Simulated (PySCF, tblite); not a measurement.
# C₅H₇P₃S: geometry, infrared bands and NMR shifts

Aim: predict the infrared bands and NMR shifts of C₅H₇P₃S (`CSc1pcpc(C)p1`).

The runs use tblite 0.8.0 and PySCF 2.14.0, with density-fitted response routines of our own; the level of theory stands in each step. All values are computed, except where a source is named. Atoms count from 0, in the outputs and in this text.

## Step 1: Starting geometry

16 atoms, charge 0, multiplicity 1; geometry from: force field or distance geometry start.

Bonds of the start (Å): C0–S1 1.80, S1–C2 1.77, C2–P3 1.74, P3–C4 1.73, C4–P5 1.73, P5–C6 1.73, C6–C7 1.48, C6–P8 1.75, P8–C2 1.74, C0–H9 1.11, C0–H10 1.12, C0–H11 1.13, C4–H12 1.09, C7–H13 1.13, C7–H14 1.10, C7–H15 1.12.

## Step 2: Optimising the geometry with GFN2-xTB

What the job is given:

```
{"job": {"kind": "relax", "xc": "GFN2-xTB", "basis": "xTB"}, "charge": 0, "multiplicity": 1}
C      3.613600    -0.682900    -0.502100
S      2.661500    -0.271500     0.971700
C      1.039800     0.341000     0.636900
P      0.628000     2.015300     0.384400
C     -0.974200     2.581300     0.063000
P     -2.300400     1.474700    -0.063100
C     -1.950800    -0.199700     0.168000
C     -3.007200    -1.237300     0.097500
P     -0.318500    -0.738200     0.510400
H      4.405200     0.095700    -0.603600
H      4.123400    -1.670900    -0.389000
H      2.979600    -0.677100    -1.435700
H     -1.157100     3.642300    -0.074600
H     -2.512000    -2.245500     0.233100
H     -3.749300    -1.126200     0.903700
H     -3.489100    -1.291900    -0.911800
```

Launch:

```sh
> OMP_NUM_THREADS=1 python probes_run.py task.json out
```

This one command runs all jobs of the session in turn.

**Question.** This job is followed by: GFN2-xTB harmonic vibrations, gas phase; GIAO PBE0/pcSseg-1 NMR shielding, non-relativistic, gas phase. What will the session give for the following? strongest single infrared mode (GFN2-xTB); zero-point energy (GFN2-xTB); 13C shifts against TMS (PBE0/pcSseg-1); 1H shifts against TMS (PBE0/pcSseg-1, means over atoms taken as alike); 33S shifts against CS2 (PBE0/pcSseg-1); 31P shifts against H3PO4 (PBE0/pcSseg-1).

As calculated:

```
                                                              quantity                                value
                             strongest single infrared mode (GFN2-xTB)                  827 cm⁻¹, 52 km/mol
                                          zero-point energy (GFN2-xTB)                        66.0 kcal/mol
                                13C shifts against TMS (PBE0/pcSseg-1)  224.4, 211.7, 187.9, 31.7, 23.4 ppm
1H shifts against TMS (PBE0/pcSseg-1, means over atoms taken as alike)                10.79, 3.36, 2.81 ppm
                                33S shifts against CS2 (PBE0/pcSseg-1)                              132 ppm
                              31P shifts against H3PO4 (PBE0/pcSseg-1)              246.2, 241.1, 192.4 ppm
```

**Reading.** Relaxing lowered the energy by 1.877 eV in 152 steps; the close pair that moved most is C7–H13, from 1.131 to 1.090 Å. No mode is imaginary among the 42: a minimum at this level. The strongest single mode, at 827 cm⁻¹, moves mainly C2. Unscaled tight-binding wavenumbers are off by several per cent, some by more. Its intensities can rank the bands wrongly. NICS(1)zz of -20 ppm above the planar ring from C2 marks a diatropic (aromatic) ring current.
